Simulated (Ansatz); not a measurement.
# CH₄AlClFN: one species, many methods

The task here is to estimate one member of a computed series from the others.

Method: functionals in def2-TZVPP, the program's frozen cores in correlated methods; program: Ansatz 0.2.0, Gaussian basis.

Plan: LDA (SPW92), PBE-D4, revPBE-D4, BLYP-D4, r2SCAN-D4, B97M-V, PBE0-D4, B3LYP-D4, r2SCANh-D4, r2SCAN0-D4, HSE06-D4, BHLYP-D4, CAM-B3LYP-D4, LC-ωPBE, ωB97X-V, ωB97M-V, B2PLYP, PBE-QIDH; CCSD(T)/def2-SVP; CCSD(T)/def2-TZVPP; MP2/def2-QZVPP; extrapolation to the limit; RPA on PBE.

### Structure used throughout

An earlier PBE0-D4 in a triple-zeta def2 set relaxation fixed the geometry.

SMILES `C[NH][Al]([F])[Cl]`, 9 atoms, charge 0, spin multiplicity 1.

Atoms are counted from 1 here; the program's logs count them from 0.

Bond lengths: C1–N2 1.450 Å, C1–H6 1.096 Å, C1–H7 1.092 Å, C1–H8 1.096 Å, N2–Al3 1.748 Å, N2–H9 1.009 Å, Al3–F4 1.642 Å, Al3–Cl5 2.081 Å. Angles: N2–C1–H6 112.0°, N2–C1–H7 109.9°, N2–C1–H8 112.0°, H6–C1–H7 107.3°, H6–C1–H8 107.9°, H7–C1–H8 107.3°, C1–N2–Al3 128.2°, C1–N2–H9 112.6°, Al3–N2–H9 119.2°, N2–Al3–F4 119.7°, N2–Al3–Cl5 121.0°, F4–Al3–Cl5 119.3°.

Set-up of the first run:

File in.yaml:

```yaml
crystal:
  periodic: [false, false, false]
  atoms:
    - {symbol: C, position_ang: [-1.168344, -0.494215, -0.390395]}
    - {symbol: N, position_ang: [0.174829, 0.037961, -0.516391]}
    - {symbol: Al, position_ang: [1.265433, 0.531367, 0.756792]}
    - {symbol: F, position_ang: [0.791570, 0.411982, 2.324680]}
    - {symbol: Cl, position_ang: [3.160441, 1.270238, 0.318750]}
    - {symbol: H, position_ang: [-1.253041, -1.500565, -0.814955]}
    - {symbol: H, position_ang: [-1.444846, -0.561634, 0.663529]}
    - {symbol: H, position_ang: [-1.911037, 0.143337, -0.882483]}
    - {symbol: H, position_ang: [0.473494, 0.115230, -1.476627]}
basis:
  gaussian: {orbitals: def2-TZVPP}
hamiltonian: {xc: lda}
output: {orbitals: {seedname: orbitals}}
```

Steps of the session up to this table: LDA; PBE-D4 (GGA); revPBE-D4 (GGA); BLYP-D4 (GGA); r2SCAN-D4 (meta-GGA); B97M-V (meta-GGA); PBE0-D4 (hybrid); B3LYP-D4 (hybrid); r2SCANh-D4 (hybrid); r2SCAN0-D4 (hybrid); HSE06-D4 (hybrid); BHLYP-D4 (hybrid); CAM-B3LYP-D4 (range-separated); LC-ωPBE-D4 (range-separated; the results give it without D4); ωB97X-V (range-separated); ωB97M-V (range-separated); B2PLYP (double hybrid); PBE-QIDH (double hybrid).

One table of the session follows, with a row left open; its other results are not shown here.

It belongs to the step «Frontier levels by functional». 

| functional | HOMO (eV) | gap (eV) |
| --- | --- | --- |
| LDA (SPW92) | -6.08 | 4.38 |
| PBE-D4 | -5.92 | 4.50 |
| revPBE-D4 | -5.86 | 4.58 |
| BLYP-D4 | -5.80 | 4.43 |
| r2SCAN-D4 | -6.18 | 5.22 |
| B97M-V | ? | ? |
| PBE0-D4 | -7.27 | 6.71 |
| B3LYP-D4 | -7.05 | 6.18 |
| r2SCANh-D4 | -6.69 | 6.00 |
| r2SCAN0-D4 | -7.46 | 7.17 |
| HSE06-D4 | -6.87 | 5.93 |
| BHLYP-D4 | -8.56 | 8.73 |
| CAM-B3LYP-D4 | -8.69 | 9.01 |
| LC-ωPBE | -10.09 | 11.72 |
| ωB97X-V | -9.71 | 11.12 |
| ωB97M-V | -9.61 | 10.67 |

Estimate the missing values for B97M-V.

The run gave: HOMO (eV): -6.25; gap (eV): 5.03. In the column «HOMO (eV)» it lies between r2SCANh-D4 (-6.69) and r2SCAN-D4 (-6.18).
